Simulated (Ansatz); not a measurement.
# GaAgP2Se6: the cost of one run

Method: DFT, PBE, plane-wave PAW, default files, scalar-relativistic, as far as a step names no other, in Ansatz 0.2.0.

### 1 The structure to begin with

It takes space group P-31c (No. 163, trigonal). The conventional cell has a = 6.392 Å, b = 6.392 Å, c = 13.845 Å, α = 90.00°, β = 90.00°, γ = 120.00°. Ga (site symmetry 32) has 6 Se at 2.62 Å as nearest neighbours. Ag (site symmetry 32) is surrounded by 6 Se at 2.87 Å. P (site symmetry 3) is surrounded by 3 Se at 2.20 Å and 1 P at 2.22 Å. Se (site symmetry 1) is surrounded by 1 P at 2.20 Å and 1 Ga at 2.62 Å and 1 Ag at 2.87 Å.

Coordinates:

```
Ga Ag P Se
1.0
     6.39226    0.00000    0.00000
    -3.19613    5.53586    0.00000
     0.00000    0.00000   13.84501
Ga Ag P Se
2 2 4 12
Cartesian
  0.0000 0.0000 3.4613
  0.0000 0.0000 10.3838
  0.0000 3.6906 10.3838
  3.1961 1.8453 3.4613
  3.1961 1.8453 9.2734
  3.1961 1.8453 11.4941
  0.0000 3.6906 4.5716
  0.0000 3.6906 2.3509
  1.2101 5.4270 1.7489
  2.1088 3.8703 5.1737
  0.8988 1.7744 1.7489
  -1.2101 5.4270 5.1737
  2.2974 3.7614 12.0962
  1.9861 0.1089 12.0962
  5.3049 1.6656 12.0962
  1.0873 1.6656 8.6714
  4.0949 3.7614 8.6714
  4.4062 0.1089 8.6714
  -0.8988 1.7744 5.1737
  -2.1088 3.8703 1.7489
```

### 2 Gradients at the starting positions

input.yaml

```yaml
crystal:
  lattice:
    - [6.3922623536, 0.0, 0.0]
    - [-3.1961311768, 5.5358615859, 0.0]
    - [0.0, 0.0, 13.84501139]
  atoms:
    - { symbol: Ga, position: [0.0, 0.0, 0.25] }
    - { symbol: Ga, position: [0.0, 0.0, 0.75] }
    - { symbol: Ag, position: [0.3333333333, 0.6666666667, 0.75] }
    - { symbol: Ag, position: [0.6666666667, 0.3333333333, 0.25] }
    - { symbol: P, position: [0.6666666667, 0.3333333333, 0.6698001] }
    - { symbol: P, position: [0.6666666667, 0.3333333333, 0.8301999] }
    - { symbol: P, position: [0.3333333333, 0.6666666667, 0.3301999] }
    - { symbol: P, position: [0.3333333333, 0.6666666667, 0.1698001] }
    - { symbol: Se, position: [0.67946781, 0.98033519, 0.12631644] }
    - { symbol: Se, position: [0.67946781, 0.69913262, 0.37368356] }
    - { symbol: Se, position: [0.30086738, 0.32053219, 0.12631644] }
    - { symbol: Se, position: [0.30086738, 0.98033519, 0.37368356] }
    - { symbol: Se, position: [0.69913262, 0.67946781, 0.87368356] }
    - { symbol: Se, position: [0.32053219, 0.01966481, 0.87368356] }
    - { symbol: Se, position: [0.98033519, 0.30086738, 0.87368356] }
    - { symbol: Se, position: [0.32053219, 0.30086738, 0.62631644] }
    - { symbol: Se, position: [0.98033519, 0.67946781, 0.62631644] }
    - { symbol: Se, position: [0.69913262, 0.01966481, 0.62631644] }
    - { symbol: Se, position: [0.01966481, 0.32053219, 0.37368356] }
    - { symbol: Se, position: [0.01966481, 0.69913262, 0.12631644] }
kpoints:
  mp_grid: { grid: [5, 5, 2] }
scf:
  occupations: { method: fermi_dirac, width: 0.02 }
hamiltonian:
  xc: pbe
  pseudopotentials: { kind: paw }
output:
  forces: true
  stress: true
  populations: true
  efg: { quadrupole_moments_barn: { Ga: 0.107 }, contact_densities: true }
```

Started as:

```sh
ansatz run input.yaml --threads 1 --pin off --max-ram 2560MiB --backend cpu --events-out ev --progress --plain --runs-dir out
```

Q: Estimate wall time and peak memory on 1 thread of Arm Neoverse V1, shared host.

About 83 s, with a peak of 1.2 GiB.
